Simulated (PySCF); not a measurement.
**A gas-phase reaction: F4Hf + ClH → ClF3Hf + FH**

Aim: the reaction energy of `[F][Hf]([F])([F])[F]` + `Cl` → `[F][Hf]([F])([F])[Cl]` + `F`.

Programs: PySCF 2.14.0. All values are calculated, for the isolated system unless a continuum is named. Atoms count from 0, parts from 1.

## Step 1: The system as given

Each species was relaxed by itself at PBE0-D3(BJ)/def2-SVPD.

## Step 2: Reaction energy: wB97M-D3(BJ)/def2-TZVPD

The job: settings as JSON, then the geometry in Å.

```
{"job": {"kind": "react", "xc": "wB97M-D3(BJ)", "basis": "def2-TZVPD"}, "charge": 0, "multiplicity": 1}
-1 F4Hf charge 0 multiplicity 1
F      0.599130    -0.682100    -1.681010
Hf    -0.000040    -0.000380    -0.000490
F      1.505380     0.544490     1.040560
F     -0.960670    -1.363650     0.930240
F     -1.143820     1.501610    -0.289350

-1 ClH charge 0 multiplicity 1
Cl     0.644580     0.004330     0.013160
H     -0.643360    -0.002710    -0.012670

+1 ClF3Hf charge 0 multiplicity 1
F      0.306100    -0.166080    -1.901410
Hf     0.048770    -0.057430    -0.017160
F      1.734560     0.233570     0.820880
F     -0.667920    -1.713300     0.592780
Cl    -1.421530     1.703240     0.504950

+1 FH charge 0 multiplicity 1
F      0.455060    -0.005320    -0.067650
H     -0.455060     0.005320     0.067650
```

Level: wB97M-D3(BJ)/def2-TZVPD reaction energy of separated species, gas phase.

Run with:

```bash
> OMP_NUM_THREADS=1 python cluster_run.py task.json out
```

This one command runs all jobs of the session in turn.

The program printed:

```text
species 1 (F4Hf)
coarse grid: 30040 points
cycle   1  E = -447.7433845042  dE = -2.203e+01  |g| = 1.169e+00  |ddm| = 1.681e+01
cycle   2  E = -447.5620744523  dE =  1.813e-01  |g| = 1.671e+00  |ddm| = 1.163e+00
cycle   3  E = -447.9565852098  dE = -3.945e-01  |g| = 3.831e-02  |ddm| = 7.126e-01
cycle   4  E = -447.9570872034  dE = -5.020e-04  |g| = 1.817e-02  |ddm| = 5.566e-02
cycle   5  E = -447.9571687747  dE = -8.157e-05  |g| = 2.602e-03  |ddm| = 2.214e-02
cycle   6  E = -447.9571744689  dE = -5.694e-06  |g| = 6.624e-04  |ddm| = 7.321e-03
final grid: 61792 points
cycle   7  E = -447.9572960311  dE = -2.354e-06  |g| = 6.876e-04  |ddm| = 3.608e-03
cycle   8  E = -447.9572960408  dE = -9.615e-09  |g| = 7.285e-04  |ddm| = 8.087e-04
cycle   9  E = -447.9572961132  dE = -7.247e-08  |g| = 9.423e-05  |ddm| = 2.993e-04
cycle  10  E = -447.9572961160  dE = -2.748e-09  |g| = 1.420e-05  |ddm| = 1.266e-04
cycle  11  E = -447.9572961162  dE = -1.758e-10  |g| = 4.676e-06  |ddm| = 3.512e-05
converged SCF energy = -447.9572961162

species 2 (ClH)
coarse grid: 8792 points
cycle   1  E = -460.8503332602  dE = -8.165e-02  |g| = 2.169e-01  |ddm| = 7.239e-01
cycle   2  E = -460.8625127980  dE = -1.218e-02  |g| = 1.397e-01  |ddm| = 2.651e-01
cycle   3  E = -460.8670522168  dE = -4.539e-03  |g| = 1.358e-02  |ddm| = 9.818e-02
cycle   4  E = -460.8670933003  dE = -4.108e-05  |g| = 3.364e-03  |ddm| = 9.545e-03
cycle   5  E = -460.8670995488  dE = -6.249e-06  |g| = 8.516e-04  |ddm| = 3.915e-03
final grid: 17120 points
cycle   6  E = -460.8670681913  dE = -3.714e-07  |g| = 3.675e-04  |ddm| = 8.885e-04
cycle   7  E = -460.8670682376  dE = -4.626e-08  |g| = 1.617e-04  |ddm| = 3.980e-04
cycle   8  E = -460.8670682442  dE = -6.574e-09  |g| = 4.220e-05  |ddm| = 1.295e-04
cycle   9  E = -460.8670682455  dE = -1.314e-09  |g| = 3.964e-06  |ddm| = 6.530e-05
cycle  10  E = -460.8670682455  dE = -4.775e-12  |g| = 8.162e-07  |ddm| = 3.308e-06
converged SCF energy = -460.8670682455

species 3 (ClF3Hf)
coarse grid: 31056 points
cycle   1  E = -808.1373547012  dE = -2.153e+01  |g| = 1.043e+00  |ddm| = 1.502e+01
cycle   2  E = -807.9904904232  dE =  1.469e-01  |g| = 1.493e+00  |ddm| = 1.083e+00
cycle   3  E = -808.3101324464  dE = -3.196e-01  |g| = 4.677e-02  |ddm| = 6.730e-01
cycle   4  E = -808.3108701422  dE = -7.377e-04  |g| = 2.399e-02  |ddm| = 7.172e-02
cycle   5  E = -808.3110061787  dE = -1.360e-04  |g| = 4.340e-03  |ddm| = 2.449e-02
cycle   6  E = -808.3110184685  dE = -1.229e-05  |g| = 1.293e-03  |ddm| = 1.167e-02
cycle   7  E = -808.3110193107  dE = -8.422e-07  |g| = 3.403e-04  |ddm| = 2.666e-03
final grid: 61936 points
cycle   8  E = -808.3110946692  dE = -1.186e-06  |g| = 4.024e-04  |ddm| = 3.291e-03
cycle   9  E = -808.3110946768  dE = -7.621e-09  |g| = 3.661e-04  |ddm| = 4.459e-04
cycle  10  E = -808.3110946949  dE = -1.805e-08  |g| = 8.192e-05  |ddm| = 1.691e-04
cycle  11  E = -808.3110946962  dE = -1.264e-09  |g| = 1.802e-05  |ddm| = 7.533e-05
cycle  12  E = -808.3110946963  dE = -1.082e-10  |g| = 5.064e-06  |ddm| = 2.070e-05
converged SCF energy = -808.3110946963

species 4 (FH)
coarse grid: 7776 points
cycle   1  E = -100.4688256199  dE = -9.408e-02  |g| = 4.644e-01  |ddm| = 6.197e-01
cycle   2  E = -100.4725067797  dE = -3.681e-03  |g| = 5.038e-01  |ddm| = 3.808e-01
cycle   3  E = -100.5053208788  dE = -3.281e-02  |g| = 2.574e-02  |ddm| = 1.678e-01
cycle   4  E = -100.5053968561  dE = -7.598e-05  |g| = 5.006e-03  |ddm| = 1.077e-02
cycle   5  E = -100.5054014971  dE = -4.641e-06  |g| = 4.334e-04  |ddm| = 3.766e-03
final grid: 16976 points
cycle   6  E = -100.5053934641  dE = -6.447e-08  |g| = 1.037e-04  |ddm| = 8.229e-04
cycle   7  E = -100.5053934676  dE = -3.466e-09  |g| = 7.661e-05  |ddm| = 2.167e-04
cycle   8  E = -100.5053934683  dE = -7.705e-10  |g| = 2.134e-05  |ddm| = 3.712e-05
converged SCF energy = -100.5053934683

Reaction energy = 4.729 kcal/mol
```

Wall time 22 s (1 thread of Arm Neoverse V2, shared host); peak memory 0.75 GiB.

Species by species (with the dispersion term, which the log's SCF energies lack):

| ν | species | energy (Eh) | HOMO (eV) |
| --- | --- | --- | --- |
| -1 | [F][Hf]([F])([F])[F] | -447.95958 | -14.79 |
| -1 | Cl | -460.86761 | -11.93 |
| +1 | [F][Hf]([F])([F])[Cl] | -808.31403 | -12.40 |
| +1 | F | -100.50563 | -14.54 |

## Step 3: Energies of the species: PBE0-D3(BJ)/def2-TZVPD

Same as in step 2 but for these lines:

```diff
@@ -1,2 +1,2 @@
-{"job": {"kind": "react", "xc": "wB97M-D3(BJ)", "basis": "def2-TZVPD"}, "charge": 0, "multiplicity": 1}
+{"job": {"kind": "react", "xc": "PBE0", "basis": "def2-TZVPD", "disp": "d3bj"}, "charge": 0, "multiplicity": 1}
 -1 F4Hf charge 0 multiplicity 1
```

Method: PBE0-D3(BJ)/def2-TZVPD reaction energy of separated species, gas phase.

The program printed:

```text
species 1 (F4Hf)
coarse grid: 30040 points
cycle   1  E = -447.3419326661  dE = -2.180e+01  |g| = 1.125e+00  |ddm| = 1.682e+01
cycle   2  E = -446.7569090798  dE =  5.850e-01  |g| = 2.255e+00  |ddm| = 1.372e+00
cycle   3  E = -447.5293134742  dE = -7.724e-01  |g| = 1.290e-01  |ddm| = 1.014e+00
cycle   4  E = -447.5330117163  dE = -3.698e-03  |g| = 3.613e-02  |ddm| = 1.411e-01
cycle   5  E = -447.5332789816  dE = -2.673e-04  |g| = 2.479e-03  |ddm| = 2.676e-02
cycle   6  E = -447.5332800686  dE = -1.087e-06  |g| = 3.325e-04  |ddm| = 1.820e-03
final grid: 61792 points
cycle   7  E = -447.5333443703  dE = -1.895e-06  |g| = 5.513e-04  |ddm| = 2.677e-03
cycle   8  E = -447.5333442883  dE =  8.207e-08  |g| = 9.102e-04  |ddm| = 6.078e-04
cycle   9  E = -447.5333444133  dE = -1.251e-07  |g| = 5.516e-05  |ddm| = 3.865e-04
cycle  10  E = -447.5333444137  dE = -4.089e-10  |g| = 1.193e-05  |ddm| = 3.271e-05
converged SCF energy = -447.5333444137

species 2 (ClH)
coarse grid: 2248 points
cycle   1  E = -460.6537834190  dE = -4.644e-02  |g| = 1.882e-01  |ddm| = 7.411e-01
cycle   2  E = -460.6558521587  dE = -2.069e-03  |g| = 1.902e-01  |ddm| = 3.151e-01
cycle   3  E = -460.6653809980  dE = -9.529e-03  |g| = 1.506e-02  |ddm| = 1.513e-01
cycle   4  E = -460.6654030552  dE = -2.206e-05  |g| = 2.693e-03  |ddm| = 7.323e-03
cycle   5  E = -460.6654046030  dE = -1.548e-06  |g| = 1.111e-03  |ddm| = 2.553e-03
final grid: 17120 points
cycle   6  E = -460.6658903077  dE = -4.428e-06  |g| = 2.164e-03  |ddm| = 7.332e-03
cycle   7  E = -460.6658903371  dE = -2.938e-08  |g| = 1.795e-03  |ddm| = 2.512e-03
cycle   8  E = -460.6658909551  dE = -6.180e-07  |g| = 1.533e-04  |ddm| = 1.363e-03
cycle   9  E = -460.6658909620  dE = -6.898e-09  |g| = 2.146e-05  |ddm| = 1.086e-04
cycle  10  E = -460.6658909621  dE = -1.001e-10  |g| = 4.934e-06  |ddm| = 1.680e-05
converged SCF energy = -460.6658909621

species 3 (ClF3Hf)
coarse grid: 31056 points
cycle   1  E = -807.6457738738  dE = -2.133e+01  |g| = 9.911e-01  |ddm| = 1.504e+01
cycle   2  E = -807.2150026339  dE =  4.308e-01  |g| = 1.949e+00  |ddm| = 1.238e+00
cycle   3  E = -807.7922295840  dE = -5.772e-01  |g| = 1.605e-01  |ddm| = 9.063e-01
cycle   4  E = -807.7978438756  dE = -5.614e-03  |g| = 5.853e-02  |ddm| = 1.627e-01
cycle   5  E = -807.7986353730  dE = -7.915e-04  |g| = 1.929e-02  |ddm| = 4.840e-02
cycle   6  E = -807.7987235745  dE = -8.820e-05  |g| = 2.905e-03  |ddm| = 1.647e-02
cycle   7  E = -807.7987250419  dE = -1.467e-06  |g| = 6.825e-04  |ddm| = 2.692e-03
final grid: 61936 points
cycle   8  E = -807.7987476136  dE = -1.039e-06  |g| = 7.838e-04  |ddm| = 2.554e-03
cycle   9  E = -807.7987475485  dE =  6.512e-08  |g| = 9.556e-04  |ddm| = 1.288e-03
cycle  10  E = -807.7987477449  dE = -1.964e-07  |g| = 1.151e-04  |ddm| = 7.190e-04
cycle  11  E = -807.7987477468  dE = -1.897e-09  |g| = 4.239e-05  |ddm| = 7.085e-05
cycle  12  E = -807.7987477470  dE = -2.490e-10  |g| = 1.427e-05  |ddm| = 2.785e-05
converged SCF energy = -807.7987477470

species 4 (FH)
coarse grid: 1712 points
cycle   1  E = -100.3539152915  dE = -3.606e-02  |g| = 4.957e-01  |ddm| = 6.253e-01
cycle   2  E = -100.3144065501  dE =  3.951e-02  |g| = 7.429e-01  |ddm| = 5.125e-01
cycle   3  E = -100.3936279708  dE = -7.922e-02  |g| = 2.285e-02  |ddm| = 2.891e-01
cycle   4  E = -100.3937035575  dE = -7.559e-05  |g| = 4.203e-03  |ddm| = 9.787e-03
cycle   5  E = -100.3937055403  dE = -1.983e-06  |g| = 3.549e-04  |ddm| = 1.247e-03
final grid: 16976 points
cycle   6  E = -100.3948395790  dE = -1.844e-05  |g| = 3.899e-03  |ddm| = 7.283e-03
cycle   7  E = -100.3948377588  dE =  1.820e-06  |g| = 5.352e-03  |ddm| = 3.271e-03
cycle   8  E = -100.3948416330  dE = -3.874e-06  |g| = 1.016e-04  |ddm| = 1.961e-03
cycle   9  E = -100.3948416343  dE = -1.342e-09  |g| = 1.798e-05  |ddm| = 4.003e-05
cycle  10  E = -100.3948416344  dE = -4.857e-11  |g| = 3.020e-06  |ddm| = 1.030e-05
converged SCF energy = -100.3948416344

Reaction energy = 3.062 kcal/mol
```

Run time: 12 s. Hardware: 1 thread of Arm Neoverse V2, shared host; peak memory 0.65 GiB.

Reaction energy at this level: 3.06 kcal/mol.

## Step 4: Comparing the runs

Energies in kcal/mol, with wall time:

| run | reaction | time |
| --- | --- | --- |
| wB97M-D3(BJ)/def2-TZVPD | 4.73 | 22 s |
| PBE0-D3(BJ)/def2-TZVPD | 3.06 | 12 s |

## Step 5: What came out

```
                                                quantity                  value
               reaction energy (wB97M-D3(BJ)/def2-TZVPD)          4.73 kcal/mol
                     ΔH, ΔG at 298 K (xTB thermal terms)    +6.3, +5.6 kcal/mol
range of the reaction energy over the runs of this table  3.06 to 4.73 kcal/mol
```

The reaction is endothermic by 6.3 kcal/mol in the gas phase; dispersion gives -0.21, and xTB itself gave 28.25 for the electronic energy (xTB energies and thermal terms come from the earlier relaxation of each species, not shown). No barrier was sought. xTB and this level differ widely in the electronic energy, so what comes from xTB (the thermal terms above all) is less safe here. The reaction energy runs from 3.06 (PBE0-D3(BJ)/def2-TZVPD) to 4.73 kcal/mol (wB97M-D3(BJ)/def2-TZVPD).
